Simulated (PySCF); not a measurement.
# [TbH3(H2O)]+: other functionals and bases at one geometry

One table from this session's results is given with a row withheld; the runs are named, their logs left out.

Method: several levels, as the steps say, no spin–orbit coupling; program: PySCF 2.14.0.

1 further run of the same task is left out (for a known fault of the program).

### The starting structure

7 atoms, charge 1, spin multiplicity 1.

Bond lengths: Tb1–H2 1.851 Å, Tb1–H3 1.852 Å, Tb1–H4 1.851 Å, Tb1–O5 2.263 Å, O5–H6 0.975 Å, O5–H7 0.975 Å. Angles: H2–Tb1–H3 109.1°, H2–Tb1–H4 111.9°, H2–Tb1–O5 111.3°, H3–Tb1–H4 109.1°, H3–Tb1–O5 103.7°, H4–Tb1–O5 111.3°, Tb1–O5–H6 126.8°, Tb1–O5–H7 126.8°, H6–O5–H7 106.4°.

As a file:

```xyz
7
H5OTb
Tb    0.1896   -0.1120    0.1120
H     1.2235    0.9299    1.2393
H    -0.9798   -1.1276    1.1276
H     1.2235   -1.2393   -0.9299
O    -1.1761    1.1639   -1.1639
H    -1.5363    2.0406   -0.9365
H    -1.5363    0.9365   -2.0406
```

Formal oxidation states: Tb +4. Each metal's 7 4f electrons lie in its core potential, so multiplicities, spins and levels count the valence alone. An earlier session relaxed this geometry at PBE0, Tb lcecp-2-SVP with ECP53, H def2-SVP, O def2-SVP (singlet, point group Cs).

At PBE0 on the finer grid: E = -121.118433 Eh, frontier levels not given, since the 4f levels lie in the core, Mulliken charge on Tb1 +1.16 e, largest force component 0.006 eV/Å. 

Levels to run: wB97X; CAM-B3LYP; PBE0, TZVP. Hardware: 2 threads of Arm Neoverse V2, shared host.

Set-up of the first run:

Input file run.py (the lines that set the calculation):

```python
mol = gto.M(atom='''
Tb     0.18961    -0.11202     0.11202
H      1.22346     0.92987     1.23934
H     -0.97984    -1.12756     1.12756
H      1.22346    -1.23934    -0.92987
O     -1.17606     1.16385    -1.16385
H     -1.53627     2.04060    -0.93651
H     -1.53627     0.93651    -2.04060''',
    basis={'Tb': 'lcecp-2-SVP', 'H': 'def2-SVP', 'O': 'def2-SVP'},
    ecp={'Tb': 'lcecp-2-SVP'},
    charge=1, spin=0)
mf = dft.RKS(mol, xc='WB97X')
mf.grids.atom_grid = (75, 302)  # f atoms: unpruned, at least (60, 302)
mf = mf.density_fit()  # fitting sets: Tb AutoAux, H def2-universal-JKFIT, O def2-universal-JKFIT
mf.conv_tol = 1e-08; mf.max_cycle = 55
mf.kernel(dm0)  # dm0: the density of the relaxed state
```

On the command line:

```sh
$ OMP_NUM_THREADS=2 python run.py
```

Among the steps run: wB97X; CAM-B3LYP; PBE0, TZVP.

One of the session's tables, all rows but one given; the rest of the session is left out.

| level | charge on Tb1 (e) | dipole (D) | largest force component (eV/Å) |
| --- | --- | --- | --- |
| PBE0 (relaxed here) | 1.16 | 6.37 | 0.01 |
| wB97X | 1.20 | 6.57 | 0.04 |
| CAM-B3LYP | ? | ? | ? |
| PBE0, TZVP | 1.18 | 6.46 | 0.23 |

**Question.** Estimate the row for CAM-B3LYP.

**Answer.** charge on Tb1 (e): 1.15; dipole (D): 6.56; largest force component (eV/Å): 0.13. In the column «charge on Tb1 (e)» it is the lowest.

The dipole of a charged species depends on the origin, so these sizes hold for this origin alone.

The largest leftover force, 0.23 eV/Å with PBE0, TZVP, stands at a geometry relaxed at another level. With 4f in the core, its levels are missing from HOMO and gap, and its count is fixed, so no charge can pass from the ligands into it. Total energies of different levels can't be compared.
